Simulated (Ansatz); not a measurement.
# BH7N2OSn: up Jacob's ladder to CCSD(T)

Aim: compute BH7N2OSn with functionals from several rungs and with coupled cluster, and see how far each lands from CCSD(T) at the basis-set limit for the atomisation energy.

Method: functionals in def2-TZVPP, the program's frozen cores in correlated methods; program: Ansatz 0.2.0, Gaussian basis.

The runs, in order: LDA (SPW92), PBE-D4, revPBE-D4, BLYP-D4, r2SCAN-D4, B97M-V, PBE0-D4, B3LYP-D4, r2SCANh-D4, r2SCAN0-D4, HSE06-D4, BHLYP-D4, CAM-B3LYP-D4, LC-ωPBE, ωB97X-V, ωB97M-V, B2PLYP, PBE-QIDH; CCSD(T)/def2-SVP; CCSD(T)/def2-TZVPP; MP2/def2-QZVPP; extrapolation to the limit; RPA on PBE.

## (1) Structure used throughout

All runs share one geometry, relaxed beforehand with PBE0-D4 in a triple-zeta def2 set. Sn takes the def2 core potential; no spin-orbit term is included.

SMILES `B[NH][SnH]([NH2])[OH]`, 12 atoms, charge 0, spin multiplicity 1.

Atoms are counted from 1 here; the program's logs count them from 0.

Bond lengths: B1–N2 1.389 Å, B1–H6 1.205 Å, B1–H7 1.199 Å, N2–Sn3 2.050 Å, N2–H8 1.010 Å, Sn3–N4 2.007 Å, Sn3–O5 1.948 Å, Sn3–H9 1.700 Å, N4–H10 1.011 Å, N4–H11 1.011 Å, O5–H12 0.962 Å. Angles: N2–B1–H6 119.4°, N2–B1–H7 120.7°, H6–B1–H7 120.0°, B1–N2–Sn3 125.3°, B1–N2–H8 117.6°, Sn3–N2–H8 117.2°, N2–Sn3–N4 114.8°, N2–Sn3–O5 103.8°, N2–Sn3–H9 110.1°, N4–Sn3–O5 105.3°, N4–Sn3–H9 109.5°, O5–Sn3–H9 113.1°, Sn3–N4–H10 114.1°, Sn3–N4–H11 115.2°, H10–N4–H11 108.6°, Sn3–O5–H12 111.1°.

Geometry (Å):

```
B    -2.0671   -0.0181   -0.1570
N    -0.9867   -0.7433    0.3300
Sn    0.9057   -0.0059    0.6048
N     2.1672   -0.3352   -0.9210
O     0.6505    1.9249    0.6525
H    -1.9169    1.1408   -0.4498
H    -3.1416   -0.5346   -0.2874
H    -1.1434   -1.7121    0.5696
H     1.5737   -0.6274    2.0396
H     1.8281   -0.0079   -1.8160
H     2.4767   -1.2922   -1.0243
H    -0.2694    2.1559    0.4930
```

## (2) LDA

This LDA is Slater exchange with PW92 correlation.

in.yaml

```yaml
crystal:
  periodic: [false, false, false]
  atoms:
    - {symbol: B, position_ang: [-2.067096, -0.018074, -0.156954]}
    - {symbol: N, position_ang: [-0.986696, -0.743340, 0.329967]}
    - {symbol: Sn, position_ang: [0.905726, -0.005855, 0.604820]}
    - {symbol: N, position_ang: [2.167186, -0.335166, -0.921020]}
    - {symbol: O, position_ang: [0.650452, 1.924904, 0.652535]}
    - {symbol: H, position_ang: [-1.916865, 1.140769, -0.449799]}
    - {symbol: H, position_ang: [-3.141592, -0.534648, -0.287355]}
    - {symbol: H, position_ang: [-1.143350, -1.712111, 0.569625]}
    - {symbol: H, position_ang: [1.573726, -0.627430, 2.039601]}
    - {symbol: H, position_ang: [1.828122, -0.007909, -1.815992]}
    - {symbol: H, position_ang: [2.476709, -1.292216, -1.024308]}
    - {symbol: H, position_ang: [-0.269419, 2.155876, 0.492983]}
basis:
  gaussian: {orbitals: def2-TZVPP}
hamiltonian: {xc: lda}
output: {orbitals: {seedname: orbitals}}
```

Started as:

```bash
ansatz run in.yaml --threads 4 --pin off --events-out ev --progress --plain --max-ram 10444MiB
```

After this run come: PBE-D4 (GGA); revPBE-D4 (GGA); BLYP-D4 (GGA); r2SCAN-D4 (meta-GGA); B97M-V (meta-GGA); B3LYP-D4 (hybrid); r2SCANh-D4 (hybrid); r2SCAN0-D4 (hybrid); HSE06-D4 (hybrid); BHLYP-D4 (hybrid); CAM-B3LYP-D4 (range-separated); LC-ωPBE (range-separated); ωB97X-V (range-separated); ωB97M-V (range-separated); B2PLYP (double hybrid); PBE-QIDH (double hybrid); CCSD(T) in def2-SVP; CCSD(T) in def2-TZVPP; MP2 in def2-QZVPP; RPA on PBE orbitals.

Before running them: what should the planned runs give, taken together? Wanted: atomisation energy, CCSD(T)/CBS; farthest beyond LDA; mean size of error, GGA; mean size of error, meta-GGA; mean size of error, hybrid; mean size of error, range-separated; mean size of error, double hybrid; gap, smallest and largest; T1 diagnostic.

The runs gave:

| quantity | value |
| --- | --- |
| atomisation energy, CCSD(T)/CBS | 961.4 kcal/mol |
| functionals within 9.6 kcal/mol (1.0 %) | BLYP-D4, r2SCAN-D4, B97M-V, B3LYP-D4, CAM-B3LYP-D4, ωB97X-V, ωB97M-V |
| farthest beyond LDA | BHLYP-D4 (-37.4 kcal/mol) |
| mean size of error, GGA | 9.3 kcal/mol |
| mean size of error, meta-GGA | 5.6 kcal/mol |
| mean size of error, hybrid | 19.0 kcal/mol |
| mean size of error, range-separated | 4.0 kcal/mol |
| mean size of error, double hybrid | 18.6 kcal/mol |
| gap, smallest and largest | 4.67 eV (BLYP-D4), 12.28 eV (LC-ωPBE) |
| T1 diagnostic | 0.0139 |
| triples share of the correlation energy | 3.5 % |

**Reading.** The LDA atomisation energy is off by 139.1 kcal/mol (14 %): it overbinds. PBE-D4 is off by +10.7 kcal/mol. Double hybrids carry the basis error of their MP2 part in triple zeta, and no dispersion term here, so their miss is partly the set-up's. The rungs range-separated, meta-GGA, GGA miss on average by less than the doubt on the reference (9.6 kcal/mol), so they tie. Misses under about 9.6 kcal/mol are within the doubt on the reference itself, which lacks core-valence correlation, spin-orbit coupling and higher excitations, and its outer-core shells are covered unevenly. All levels share the lack of spin-orbit coupling, which lowers the free heavy atoms and so the true binding. Hartree-Fock recovers 67 % of the binding; the rest is correlation. CCSD(T) in def2-SVP is off by -81.8 kcal/mol, which most functionals beat. Orbital gaps span 4.7 to 12.3 eV; exact exchange widens them. Correlated methods include outer-core shells of Sn, which these sets cover unevenly.
